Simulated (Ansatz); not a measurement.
**CH8O2Si2: up Jacob's ladder to CCSD(T)**

Aim: compute CH8O2Si2 with functionals from several rungs and with coupled cluster, and see how far each lands from CCSD(T) at the basis-set limit for the atomisation energy.

Computed with Ansatz 0.2.0, Gaussian basis. Level: functionals in def2-TZVPP, the program's frozen cores in correlated methods.

Levels to be run: PBE-D4, r2SCAN-D4, PBE0-D4, B3LYP-D4, ωB97X-V, ωB97M-V, B2PLYP; CCSD(T)/def2-TZVPP; MP2/def2-QZVPP; extrapolation to the limit.

## Step 1: Structure used throughout

An earlier PBE0-D4 in a triple-zeta def2 set relaxation fixed the geometry.

SMILES `O[SiH2]C[SiH2]O`, 13 atoms, charge 0, spin multiplicity 1.

Atoms are counted from 1 here; the program's logs count them from 0.

Bond lengths: O1–Si2 1.643 Å, O1–H6 0.965 Å, Si2–C3 1.875 Å, Si2–H7 1.492 Å, Si2–H8 1.484 Å, C3–Si4 1.853 Å, C3–H9 1.095 Å, C3–H10 1.096 Å, Si4–O5 1.666 Å, Si4–H11 1.489 Å, Si4–H12 1.489 Å, O5–H13 0.958 Å. Angles: Si2–O1–H6 113.1°, O1–Si2–C3 110.3°, O1–Si2–H7 112.1°, O1–Si2–H8 106.8°, C3–Si2–H7 107.8°, C3–Si2–H8 111.3°, H7–Si2–H8 108.6°, Si2–C3–Si4 113.2°, Si2–C3–H9 108.8°, Si2–C3–H10 109.1°, Si4–C3–H9 109.6°, Si4–C3–H10 108.5°, H9–C3–H10 107.5°, C3–Si4–O5 105.6°, C3–Si4–H11 110.9°, C3–Si4–H12 113.0°, O5–Si4–H11 109.8°, O5–Si4–H12 109.4° and more.

## Step 2: PBE-D4 (GGA)

File in.yaml:

```yaml
crystal:
  periodic: [false, false, false]
  atoms:
    - {symbol: O, position_ang: [-1.038651, -1.946276, 0.104208]}
    - {symbol: Si, position_ang: [0.436458, -1.531037, -0.487311]}
    - {symbol: C, position_ang: [0.456109, 0.279307, -0.976936]}
    - {symbol: Si, position_ang: [0.063149, 1.419616, 0.429337]}
    - {symbol: O, position_ang: [-1.216833, 0.717452, 1.231964]}
    - {symbol: H, position_ang: [-1.421223, -1.270160, 0.676613]}
    - {symbol: H, position_ang: [1.522444, -1.745452, 0.512824]}
    - {symbol: H, position_ang: [0.690644, -2.408106, -1.657108]}
    - {symbol: H, position_ang: [-0.264132, 0.433231, -1.787251]}
    - {symbol: H, position_ang: [1.449247, 0.535181, -1.364522]}
    - {symbol: H, position_ang: [1.226298, 1.548581, 1.349990]}
    - {symbol: H, position_ang: [-0.322426, 2.786621, -0.018902]}
    - {symbol: H, position_ang: [-1.581094, 1.181041, 1.987093]}
basis:
  gaussian: {orbitals: def2-TZVPP}
hamiltonian: {xc: pbe, dispersion: d4}
output: {forces: true, orbitals: {seedname: orbitals}}
```

Started as:

```
$ ansatz run in.yaml --threads 2 --pin off --events-out ev --progress --plain --max-ram 32768MiB --backend cuda --devices 0, --max-vram 18GiB
```

After this run come: r2SCAN-D4 (meta-GGA); PBE0-D4 (hybrid); B3LYP-D4 (hybrid); ωB97X-V (range-separated); ωB97M-V (range-separated); B2PLYP (double hybrid); CCSD(T) in def2-TZVPP; MP2 in def2-QZVPP.

Q: Predict the results of all the runs planned. Wanted: atomisation energy, CCSD(T)/CBS; farthest; mean size of error, hybrid; mean size of error, range-separated; gap, smallest and largest; T1 diagnostic; triples share of the correlation energy.

**Answer**, as computed:

| quantity | value |
| --- | --- |
| atomisation energy, CCSD(T)/CBS | 4711.4 kJ/mol |
| functionals within 23.6 kJ/mol (0.5 %) | PBE-D4, r2SCAN-D4, ωB97X-V, ωB97M-V |
| farthest | B2PLYP (-79.5 kJ/mol) |
| mean size of error, hybrid | 54.0 kJ/mol |
| mean size of error, range-separated | 5.0 kJ/mol |
| gap, smallest and largest | 5.88 eV (PBE-D4), 12.60 eV (ωB97X-V) |
| T1 diagnostic | 0.0111 |
| triples share of the correlation energy | 3.4 % |

In words: PBE-D4 misses by -14.2 kJ/mol. Double hybrids carry the basis error of their MP2 part in triple zeta, and no dispersion term here, so their miss is partly the set-up's. Misses under about 23.6 kJ/mol are within the doubt on the reference itself, which lacks core-valence correlation, relativity and higher excitations. Hartree-Fock recovers 73 % of the binding; the rest is correlation. The gap grows from 5.9 to 12.6 eV across the functionals, mostly with the share of exact exchange.
